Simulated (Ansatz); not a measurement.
# Al₂H₄Cl₂: how energies converge with the basis set

The task here is to estimate one member of a computed series from the others.

Method: one geometry, several basis sets; program: Ansatz 0.2.0, Gaussian basis.

Plan: PBE0-D4/def2-SVP; ωB97M-V/def2-SVP; PBE0-D4/def2-QZVPP; ωB97M-V/def2-QZVPP; the functionals' def2-TZVPP values are taken from earlier runs.

## The relaxed structure

All runs share one geometry, relaxed beforehand with PBE0-D4 in a triple-zeta def2 set.

SMILES `[AlH2-]1[Cl+][AlH2-][Cl+]1`, 8 atoms, charge 0, spin multiplicity 1.

Atoms are counted from 1 here; the program's logs count them from 0.

Bond lengths: Al1–Cl2 2.300 Å, Al1–Cl4 2.300 Å, Al1–H5 1.573 Å, Al1–H6 1.573 Å, Cl2–Al3 2.300 Å, Al3–Cl4 2.300 Å, Al3–H7 1.573 Å, Al3–H8 1.573 Å. Angles: Cl2–Al1–Cl4 90.8°, Cl2–Al1–H5 108.1°, Cl2–Al1–H6 108.2°, Cl4–Al1–H5 108.1°, Cl4–Al1–H6 108.2°, H5–Al1–H6 127.3°, Al1–Cl2–Al3 89.2°, Cl2–Al3–Cl4 90.8°, Cl2–Al3–H7 108.1°, Cl2–Al3–H8 108.2°, Cl4–Al3–H7 108.1°, Cl4–Al3–H8 108.2°, H7–Al3–H8 127.3°, Al1–Cl4–Al3 89.2°.

Set-up of the first run:

The input, in.yaml:

```yaml
crystal:
  periodic: [false, false, false]
  atoms:
    - {symbol: Al, position_ang: [-0.642682, 1.469999, -0.183411]}
    - {symbol: Cl, position_ang: [1.320360, 0.665157, 0.704562]}
    - {symbol: Al, position_ang: [0.642802, -1.469980, 0.183159]}
    - {symbol: Cl, position_ang: [-1.325145, -0.666023, -0.694703]}
    - {symbol: H, position_ang: [-0.304037, 2.211134, -1.528737]}
    - {symbol: H, position_ang: [-1.534523, 1.999521, 0.998998]}
    - {symbol: H, position_ang: [1.532777, -1.989790, -1.004952]}
    - {symbol: H, position_ang: [0.310428, -2.220028, 1.525105]}
basis:
  gaussian: {orbitals: def2-SVP}
hamiltonian: {xc: pbe0, dispersion: d4}
output: {orbitals: {seedname: orbitals}}
```

Steps of the session up to this table: PBE0-D4 in def2-SVP; ωB97M-V in def2-SVP; PBE0-D4 in def2-QZVPP; ωB97M-V in def2-QZVPP.

One table of the session follows, with a row left open; its other results are not shown here.

It belongs to the step «Functionals by basis». 

| functional | basis | HOMO (eV) |
| --- | --- | --- |
| PBE0-D4 | def2-SVP | -8.40 |
| PBE0-D4 | def2-TZVPP | -8.39 |
| PBE0-D4 | def2-QZVPP | -8.39 |
| ωB97M-V | def2-SVP | ? |
| ωB97M-V | def2-TZVPP | -10.58 |
| ωB97M-V | def2-QZVPP | -10.58 |

**Question.** Estimate the row for ωB97M-V, def2-SVP.

As computed: HOMO (eV): -10.53. In the column «HOMO (eV)» it lies between ωB97M-V, def2-QZVPP (-10.58) and PBE0-D4, def2-SVP (-8.40).
